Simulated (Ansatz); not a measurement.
# SiGeC (singlet): from Hartree-Fock to the top rungs, cc-pVDZ

The task here is to estimate one member of a computed series from the others.

The runs use Ansatz 0.2.0, Gaussian basis; cc-pVDZ, core rule «outside noble gas», up to 20 orbitals frozen.

To be run: UHF; CCSD(T) on RHF; BCCD(T) on RHF; CISD; CCSDT(Q) on RHF; CCSDTQ on RHF; CASSCF and MRCISD+Q, 12 electrons in 12 orbitals; CASSCF and NEVPT2, 12 electrons in 12 orbitals.

3 further runs of the same task are left out: 3 set aside as unsound or not needed.

### The geometry

The geometry is a PBE0/def2-TZVP stationary point (not a proven minimum). No spin-orbit coupling is included. The filled d shell of Ge may be among the frozen orbitals whatever the setting's name suggests; the logs give the count.

3 atoms, charge 0, spin multiplicity 1.

Atoms are counted from 1 here; the program's logs count them from 0.

Bond lengths: C1–Ge2 1.768 Å, C1–Si3 1.685 Å. Angles: Ge2–C1–Si3 180.0°.

Geometry (Å):

```xyz
3

C     0.00000    0.00000    0.02760
Ge    0.00000    0.00000   -1.74010
Si    0.00000    0.00000    1.71250
```

Set-up of the first run:

in.yaml reads:

```yaml
crystal:
  periodic: [false, false, false]
  atoms:
    - {symbol: C, position_ang: [0.000000, 0.000000, 0.027600]}
    - {symbol: Ge, position_ang: [0.000000, 0.000000, -1.740100]}
    - {symbol: Si, position_ang: [0.000000, 0.000000, 1.712500]}
basis:
  gaussian: {orbitals: cc-pVDZ}
magnetization: {spin_polarized: true, initial_magnetization: 0}
hamiltonian: {xc: hf}
output: {orbitals: {seedname: orbitals}}
```

On the command line:

```console
$ ansatz run in.yaml --threads 1 --pin off --events-out ev --progress --plain --max-ram 4096MiB --backend cpu
```

Steps of the session up to this table: UHF; CCSD(T) on RHF; BCCD(T) on RHF; CISD; CCSDT(Q) on RHF; CCSDTQ on RHF; CASSCF and MRCISD+Q, 12 electrons in 12 orbitals; CASSCF and NEVPT2, 12 electrons in 12 orbitals.

One table of the session follows, with a row left open; its other results are not shown here.

It belongs to the step «Misses and costs». 

```
          method  from RCCSDTQ (meV)
             RHF             +8704.5
            RMP2             +1134.3
           RCCSD              +633.1
        RCCSD(T)               +81.8
         BCCD(T)               +74.7
          RCCSDT                   ?
       RCCSDT(Q)                -3.6
         RCCSDTQ                   0
  CASSCF valence             +4546.5
  NEVPT2 valence             +1095.7
  MRCISD valence              +401.9
MRCISD+Q valence               +39.7
```

**Question.** Estimate the row for RCCSDT.

**Answer.** from RCCSDTQ (meV): +60.7. In the column «from RCCSDTQ (meV)» it lies between MRCISD+Q valence (+39.7) and BCCD(T) (+74.7).

Not comparable, so not listed: CISD (they don't share determinant, frozen orbitals or solution with the rows shown, or repeat one).
